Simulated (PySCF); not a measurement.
# CH3CdF (SMILES [CH3][Cd][F]): a first try and a second

Wanted: the excited states of CH3CdF, TD-BP86/LANL2TZ (core potential, spin of roots singlet).

Program for the calculation: PySCF 2.14.0.

1 further run of the same task is left out (set aside as unsound or not needed).

## (1) The system as given

CH3CdF has 6 atoms, charge 0, and is taken as a singlet. As SMILES, `[CH3][Cd][F]`. The shape is that of a PBE0-D4/def2-TZVP optimisation.

Bond lengths: C1–Cd2 2.079 Å, Cd2–F3 1.947 Å, C1–H4 1.090 Å, C1–H5 1.090 Å, C1–H6 1.090 Å. Angles: C1–Cd2–F3 180.0°, Cd2–C1–H4 109.6°, Cd2–C1–H5 109.6°, Cd2–C1–H6 109.6°, H4–C1–H5 109.3°, H4–C1–H6 109.3°, H5–C1–H6 109.3°.

## (2) Try one

Input file geometry.xyz:

```xyz
6

C     -0.574700     0.519500    -0.284900
Cd     0.874600    -0.801700     0.405800
F      2.231700    -2.038700     1.052500
H     -1.368400    -0.035600    -0.784300
H     -0.995200     1.073200     0.554300
H     -0.126000     1.219300    -0.989600
```

Input file calc.py:

```python
from pyscf import gto, dft, tdscf

mol = gto.Mole()
mol.atom = 'geometry.xyz'
mol.spin = 0
mol.max_memory = 1860
mol.charge = 0
mol.verbose = 3
mol.basis = {'default': 'lanl2tz', 'C': '6-311g**', 'F': '6-311g**', 'H': '6-311g**'}
mol.ecp = {'Cd': 'lanl2tz'}
mol.build()

ks = dft.RKS(mol)
ks.xc = 'bp86'
ks.conv_tol = 0.1
ks.max_cycle = 100
ks.kernel()
if not ks.converged:
    ks = ks.newton().run(ks.mo_coeff, ks.mo_occ)

etot = ks.e_tot
print(f'total energy: {etot:.8f} hartree')

td = ks.TDDFT()
td.nstates = 5
td.kernel()
td.analyze()
roots = td.e * 27.211386
osc = td.oscillator_strength()
print('state   eV      nm      f')
for i, (w, f) in enumerate(zip(roots, osc), 1):
    print('%3d %9.4f %8.1f %9.5f' % (i, w, 1239.842 / w, f))
```

Started as:

```bash
$ OMP_NUM_THREADS=1 python calc.py
```

What it wrote:

```text
converged SCF energy = -188.089275697382
total energy: -188.08927570 hartree
Excitation energies (eV)
[5.91443199 5.91463719 6.95162004 7.10744045 7.26516085]

** Singlet excitation energies and oscillator strengths **
state   eV      nm      f
  1    5.9144    209.6   0.01470
  2    5.9146    209.6   0.01470
  3    6.9516    178.4   0.18363
  4    7.1074    174.4   0.12980
  5    7.2652    170.7   0.00000
```

Run time: 35 s. Hardware: 1 thread of Arm Neoverse V1, shared host; peak memory 0.47 GiB.

## (3) Reading the log

It ran to the end. The result can't be trusted all the same.

What is wrong: the convergence setting is far too loose. To mend it: convergence threshold at its default in place of 0.1.

## (4) Try two

Input file start.xyz:

```xyz
6
CH3CdF
C     -0.574700     0.519500    -0.284900
Cd     0.874600    -0.801700     0.405800
F      2.231700    -2.038700     1.052500
H     -1.368400    -0.035600    -0.784300
H     -0.995200     1.073200     0.554300
H     -0.126000     1.219300    -0.989600
```

Input file run.py:

```python
from pyscf import gto, dft, tdscf

mol = gto.Mole()
mol.atom = 'start.xyz'
mol.basis = {'default': 'lanl2tz', 'C': '6-311g**', 'F': '6-311g**', 'H': '6-311g**'}
mol.max_memory = 1860
mol.ecp = {'Cd': 'lanl2tz'}
mol.verbose = 4
mol.build()

ks = dft.RKS(mol)
ks.xc = 'bp86'
ks.max_cycle = 100
ks.kernel()
if not ks.converged:
    ks = ks.newton().run(ks.mo_coeff, ks.mo_occ)

energy = ks.e_tot
print('E(%s) = %.9f' % ('BP86', energy))

td = ks.TDDFT()
td.nstates = 5
td.kernel()
td.analyze()
roots = td.e * 27.211386
osc = td.oscillator_strength()
print('state   eV      nm      f')
for i, (w, f) in enumerate(zip(roots, osc), 1):
    print('%3d %9.4f %8.1f %9.5f' % (i, w, 1239.842 / w, f))
```

Started as:

```bash
$ OMP_NUM_THREADS=1 python run.py
```

What it wrote:

```text
PySCF version 2.14.0

[INPUT] num. atoms = 6
[INPUT] num. electrons = 30
[INPUT] charge = 0
[INPUT] spin (= nelec alpha-beta = 2S) = 0
[INPUT] symmetry False subgroup None
[INPUT] Mole.unit = angstrom
[INPUT] Symbol           X                Y                Z      unit          X                Y                Z       unit  Magmom
[INPUT]  1 C     -0.574700000000   0.519500000000  -0.284900000000 AA   -1.086025603788   0.981712721712  -0.538382972889 Bohr   0.0
[INPUT]  2 Cd     0.874600000000  -0.801700000000   0.405800000000 AA    1.652754468545  -1.514993434064   0.766850861349 Bohr   0.0
[INPUT]  3 F      2.231700000000  -2.038700000000   1.052500000000 AA    4.217301792192  -3.852584650151   1.988936746105 Bohr   0.0
[INPUT]  4 H     -1.368400000000  -0.035600000000  -0.784300000000 AA   -2.585901228855  -0.067274250035  -1.482112199496 Bohr   0.0
[INPUT]  5 H     -0.995200000000   1.073200000000   0.554300000000 AA   -1.880655439167   2.028054076883   1.047475190846 Bohr   0.0
[INPUT]  6 H     -0.126000000000   1.219300000000  -0.989600000000 AA   -0.238105491695   2.304143063682  -1.870072972870 Bohr   0.0

nuclear repulsion = 74.762836606746
number of shells = 37
number of NR pGTOs = 118
number of NR cGTOs = 81
basis = {'default': 'lanl2tz', 'C': '6-311g**', 'F': '6-311g**', 'H': '6-311g**'}
ecp = {'Cd': 'lanl2tz'}

[... 56 lines left out ...]
converged SCF energy = -188.146063362468
[... 2 lines left out ...]
******** <class 'pyscf.tdscf.rks.CasidaTDDFT'> for <class 'pyscf.dft.rks.RKS'> ********
nstates = 5 singlet
deg_eia_thresh = 1.000e-03
wfnsym = None
conv_tol = 1e-05
eigh lindep = 1e-12
eigh level_shift = 0
eigh max_cycle = 100

Excitation energies (eV)
[5.53663045 5.53682911 6.25993951 6.50282042 6.52117984]

** Singlet excitation energies and oscillator strengths **
      14 -> 16        0.70648
      13 -> 16        0.70648
      12 -> 16        0.13192
      13 -> 17       -0.25544
      14 -> 18       -0.25552
      15 -> 16       -0.58313
      13 -> 18        0.49414
      14 -> 17       -0.50255
      13 -> 17        0.10723
      13 -> 18       -0.48457
      14 -> 17       -0.47638
      14 -> 18       -0.10656
      15 -> 18        0.10098

** Transition electric dipole moments (AU) **
state          X           Y           Z        Dip. S.      Osc.
  1        -0.2017     -0.0772      0.2756      0.1226      0.0166
  2         0.1494      0.2591      0.1820      0.1226      0.0166
  3        -0.8849      0.8065     -0.4217      1.6114      0.2471
  4         0.0001      0.0003      0.0004      0.0000      0.0000
  5        -0.0214      0.0366      0.1149      0.0150      0.0024

WARN: ECP detected. Skipping calculation of transition velocity and magnetic dipole moments, which have not yet been implemented.

state   eV      nm      f
  1    5.5366    223.9   0.01663
  2    5.5368    223.9   0.01663
  3    6.2599    198.1   0.24713
  4    6.5028    190.7   0.00000
  5    6.5212    190.1   0.00240
```

It took 53 s on 1 thread of Arm Neoverse V1, shared host; peak memory 0.48 GiB.

The roots found:

```
excited state  energy (eV)  strength
            1        5.537    0.0166
            2        5.537    0.0166
            3        6.260    0.2471
            4        6.503    0.0000
            5        6.521    0.0024
```

## (5) Outcome

At TD-BP86/LANL2TZ (core potential, spin of roots singlet):

| quantity | value |
| --- | --- |
| ground-state or mean-field energy | -188.14606 Eh |
| dipole moment (BP86 Kohn–Sham density) | 2.96 D |
| HOMO energy (BP86 Kohn–Sham orbitals) | -6.94 eV |
| LUMO energy (BP86 Kohn–Sham orbitals) | -1.62 eV |
| HOMO–LUMO gap (BP86 Kohn–Sham orbitals) | 5.32 eV |
| lowest singlet excitation energy | 5.54 eV |

**Reading.** The first attempt's energy was +1.545 eV off this one. The brightest of the 5 transitions from the ground state lies at 6.26 eV (198 nm, f = 0.247); the lowest, at 5.54 eV, has f = 0.017. Mulliken charges of the mean-field density run from -0.74 on C1 to +0.80 on Cd2; they depend strongly on the basis.
